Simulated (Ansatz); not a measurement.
# Cl4H2Si: the cost of one run

Method: RKS r2SCAN/def2-SVP, in Ansatz 0.2.0.

## (1) Starting point

Bond lengths: Si1–Cl3 2.016 Å, Si1–Cl4 2.014 Å, Si1–Cl5 2.031 Å, Si1–Cl7 2.489 Å. Angles: Cl3–Si1–Cl4 123.2°, Cl3–Si1–Cl5 103.0°, Cl3–Si1–Cl7 115.3°, Cl4–Si1–Cl5 103.4°, Cl4–Si1–Cl7 113.2°, Cl5–Si1–Cl7 91.7°.

Structure file:

```xyz
7

Si   -0.5294   -0.0944   -0.1173
H     1.1516   -0.8191    0.3035
Cl   -0.3922   -1.1438   -1.8327
Cl   -1.1597   -0.8980    1.6190
Cl   -1.9555    1.2879   -0.5404
H     1.6885   -0.0058    0.3805
Cl    1.1967    1.6731    0.1874
```

## (2) A restrained relaxation towards end A

Springs on the bonds that form and break draw the guess towards this end; the thresholds are loose.

input.yaml

```yaml
crystal:
  periodic: [false, false, false]
  atoms:
    - { symbol: Si, position_ang: [-0.5294, -0.0944, -0.1173] }
    - { symbol: H, position_ang: [1.1516, -0.8191, 0.3035] }
    - { symbol: Cl, position_ang: [-0.3922, -1.1438, -1.8327] }
    - { symbol: Cl, position_ang: [-1.1597, -0.898, 1.619] }
    - { symbol: Cl, position_ang: [-1.9555, 1.2879, -0.5404] }
    - { symbol: H, position_ang: [1.6885, -0.0058, 0.3805] }
    - { symbol: Cl, position_ang: [1.1967, 1.6731, 0.1874] }
basis:
  gaussian: { orbitals: def2-SVP }
hamiltonian:
  xc: r2scan
relax:
  f_tol: 0.15
  max_steps: 25
  restrain:
    - { distance: [0, 6], at: 3.43, k: 30.0 }
    - { distance: [5, 1], at: 1.92, k: 30.0 }
    - { distance: [0, 1], at: 1.42, k: 30.0 }
    - { distance: [5, 6], at: 1.33, k: 30.0 }
```

On the command line:

```console
> ansatz run input.yaml --threads 2 --pin off --max-ram 3072MiB --backend cpu --events-out ev --progress --plain --runs-dir out
```

Q: Estimate wall time and peak memory on 2 threads of Intel Xeon Platinum 8488C (Sapphire Rapids), shared host.

About 42 s, with a peak of 0.18 GiB.
